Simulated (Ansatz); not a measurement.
# CH₅ClSi₂: an energy map over two coordinates

Aim: map the energy of CH₅ClSi₂, SMILES [SiH3]C=[SiH]Cl over two coordinates, and find its wells, ridges and stiffness.

Computed with Ansatz 0.2.0. Level: RKS B3LYP-D4/def2-SVP.

**1. Starting geometry**

SMILES `[SiH3]C=[SiH]Cl`, 9 atoms, charge 0, spin multiplicity 1.

Atoms are counted from 1 here; the program's logs count them from 0.

Bond lengths: Si1–C2 1.858 Å, Si1–H5 1.509 Å, Si1–H6 1.509 Å, Si1–H7 1.504 Å, C2–Si3 1.716 Å, C2–H8 1.106 Å, Si3–Cl4 2.060 Å, Si3–H9 1.492 Å. Angles: C2–Si1–H5 111.4°, C2–Si1–H6 111.3°, C2–Si1–H7 110.0°, H5–Si1–H6 106.9°, H5–Si1–H7 108.6°, H6–Si1–H7 108.6°, Si1–C2–Si3 127.2°, Si1–C2–H8 118.8°, Si3–C2–H8 114.1°, C2–Si3–Cl4 123.5°, C2–Si3–H9 126.6°, Cl4–Si3–H9 109.9°.

Geometry (Å):

```mol
CH5ClSi2
  3D, bonds by distance, orders not assigned

  9  8  0  0  0  0  0  0  0  0999 V2000
   -0.5368    1.0388   -0.8748 Si  0  0
   -0.5568   -0.2853    0.4288 C   0  0
    0.7747   -1.2140    0.9831 Si  0  0
    2.6918   -1.0003    0.2594 Cl  0  0
   -1.4509    0.6920   -2.0242 H   0  0
   -1.0086    2.3608   -0.3212 H   0  0
    0.8585    1.2129   -1.4082 H   0  0
   -1.5151   -0.5299    0.9249 H   0  0
    0.7433   -2.2748    2.0321 H   0  0
  1  2  8  0
  1  5  8  0
  1  6  8  0
  1  7  8  0
  2  3  8  0
  2  8  8  0
  3  4  8  0
  3  9  8  0
M  END
```

This geometry comes from a loose relaxation at PBE in a small basis, which is not shown.

**3. Setting up the map**

First coordinate, umbrella angle at Si3 (between each of its bonds and their common axis; 90 is planar): 11 values from 66.0 to 114.0 °. Second coordinate, change of the bonds Si3–C2, Si3–Cl4, Si3–H9, all alike: 11 values from −0.192 to 0.297 Å.

Nothing else is relaxed (all other coordinates rigid). Energies count from the relaxed molecule at the same level. Points are written as (first, second).

(The set-up runs are not shown.)

**4. The run at (90.0°, 0.003 Å)**

File input.yaml:

```yaml
crystal:
  periodic: [false, false, false]
  atoms:
    - { symbol: Si, position_ang: [-0.540214, 1.040151, -0.875621] }
    - { symbol: C, position_ang: [-0.544847, -0.283731, 0.422563] }
    - { symbol: Si, position_ang: [0.772965, -1.211613, 0.981867] }
    - { symbol: Cl, position_ang: [2.695705, -1.009118, 0.2732] }
    - { symbol: H, position_ang: [-1.45404, 0.693582, -2.00794] }
    - { symbol: H, position_ang: [-1.008468, 2.347397, -0.319595] }
    - { symbol: H, position_ang: [0.837986, 1.219666, -1.41525] }
    - { symbol: H, position_ang: [-1.498016, -0.525699, 0.912495] }
    - { symbol: H, position_ang: [0.727732, -2.262611, 2.023532] }
basis:
  gaussian: { orbitals: def2-SVP }
hamiltonian:
  xc: { name: B3LYP }
  dispersion: d4
output:
  forces: true
```

On the command line:

```
ansatz run input.yaml --threads 1 --pin off --max-ram 2560MiB --backend cpu --events-out ev --progress --plain --runs-dir out
```

Further runs follow: the other points that were computed.

Before running it: what results should come out? Wanted: lowest point; highest computed point; largest force on an atom; dipole moment.

**Answer**, as computed:

| quantity | value |
| --- | --- |
| lowest point | (90.0°, 0.003 Å), 0.0003 eV |
| highest computed point | (66.0°, −0.192 Å), 3.52 eV above the lowest |
| largest force on an atom (eV/Å) | 0.1 at (90.0°, 0.003 Å) to 12.4 at (66.0°, −0.192 Å); 0.1 at the lowest point |
| dipole moment (D) | 1.56 at (114.0°, −0.192 Å) to 2.74 at (66.0°, 0.297 Å); 1.84 at the lowest point |
| time for the whole task | 10 min on 1 thread, shared host |

The lowest computed point is at (90.0°, 0.003 Å), 0.0003 eV from the relaxed molecule at the same level. The grid is coarse, so the lowest point of the scanned range may lie between grid points; coordinates that were held can hide deeper minima. The grid shows no other well, apart from its symmetry copies. The highest computed point, (66.0°, −0.192 Å), lies 3.52 eV above the lowest. Round the minimum the two coordinates are nearly uncoupled.
